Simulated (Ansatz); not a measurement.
# CH2BrI: one species, many methods

One table from this session's results is given with a row withheld; the runs are named, their logs left out.

Program: Ansatz 0.2.0, Gaussian basis. Level of theory: functionals in def2-TZVPP, the program's frozen cores in correlated methods. These are calculated values, not measurements.

Plan: LDA (SPW92), PBE-D4, revPBE-D4, BLYP-D4, r2SCAN-D4, B97M-V, PBE0-D4, B3LYP-D4, r2SCANh-D4, r2SCAN0-D4, HSE06-D4, BHLYP-D4, CAM-B3LYP-D4, LC-ωPBE, ωB97X-V, ωB97M-V, B2PLYP, PBE-QIDH; CCSD(T)/def2-SVP; CCSD(T)/def2-TZVPP; MP2/def2-QZVPP; extrapolation to the limit; RPA on PBE.

**The relaxed structure**

All runs share one geometry, relaxed beforehand with PBE0-D4 in a triple-zeta def2 set. I takes the def2 core potential; no spin-orbit term is included.

SMILES `BrCI`, 5 atoms, charge 0, spin multiplicity 1.

Atoms are counted from 1 here; the program's logs count them from 0.

Bond lengths: Br1–C2 1.920 Å, C2–I3 2.126 Å, C2–H4 1.084 Å, C2–H5 1.084 Å. Angles: Br1–C2–I3 114.5°, Br1–C2–H4 108.0°, Br1–C2–H5 108.0°, I3–C2–H4 107.3°, I3–C2–H5 107.3°, H4–C2–H5 111.8°.

Set-up of the first run:

The input, in.yaml:

```yaml
crystal:
  periodic: [false, false, false]
  atoms:
    - {symbol: Br, position_ang: [-1.807580, -0.091166, 0.355264]}
    - {symbol: C, position_ang: [0.027639, 0.081550, -0.181248]}
    - {symbol: I, position_ang: [1.424424, -0.779444, 1.170560]}
    - {symbol: H, position_ang: [0.257908, 1.138160, -0.252872]}
    - {symbol: H, position_ang: [0.147509, -0.422800, -1.133005]}
basis:
  gaussian: {orbitals: def2-TZVPP}
hamiltonian: {xc: lda}
output: {orbitals: {seedname: orbitals}}
```

Steps of the session up to this table: LDA; PBE-D4 (GGA); revPBE-D4 (GGA); BLYP-D4 (GGA); r2SCAN-D4 (meta-GGA); B97M-V (meta-GGA); PBE0-D4 (hybrid); B3LYP-D4 (hybrid); r2SCANh-D4 (hybrid); r2SCAN0-D4 (hybrid); HSE06-D4 (hybrid); BHLYP-D4 (hybrid); CAM-B3LYP-D4 (range-separated); LC-ωPBE-D4 (range-separated; the results give it without D4); ωB97X-V (range-separated); ωB97M-V (range-separated); B2PLYP (double hybrid); PBE-QIDH (double hybrid).

One table of the session follows, with a row left open; its other results are not shown here.

It belongs to the step «Frontier levels by functional». 

| functional | HOMO (eV) | LUMO (eV) | gap (eV) |
| --- | --- | --- | --- |
| LDA (SPW92) | -6.63 | -2.62 | 4.01 |
| PBE-D4 | -6.47 | -2.43 | 4.04 |
| revPBE-D4 | -6.41 | -2.35 | 4.06 |
| BLYP-D4 | -6.29 | -2.33 | 3.96 |
| r2SCAN-D4 | -6.76 | -2.29 | 4.47 |
| B97M-V | -6.77 | -2.21 | 4.56 |
| PBE0-D4 | -7.61 | -1.54 | 6.08 |
| B3LYP-D4 | -7.37 | -1.78 | 5.58 |
| r2SCANh-D4 | -7.18 | -1.96 | 5.22 |
| r2SCAN0-D4 | -7.81 | -1.46 | 6.35 |
| HSE06-D4 | -7.22 | -1.92 | 5.31 |
| BHLYP-D4 | -8.59 | -0.59 | 8.00 |
| CAM-B3LYP-D4 | -8.87 | -0.47 | 8.40 |
| LC-ωPBE | -10.23 | 0.74 | 10.97 |
| ωB97X-V | ? | ? | ? |
| ωB97M-V | -9.75 | 0.45 | 10.20 |

**Question.** Estimate the row for ωB97X-V.

The run gave: HOMO (eV): -9.88; LUMO (eV): 0.59; gap (eV): 10.47. In the column «HOMO (eV)» it lies between LC-ωPBE (-10.23) and ωB97M-V (-9.75).
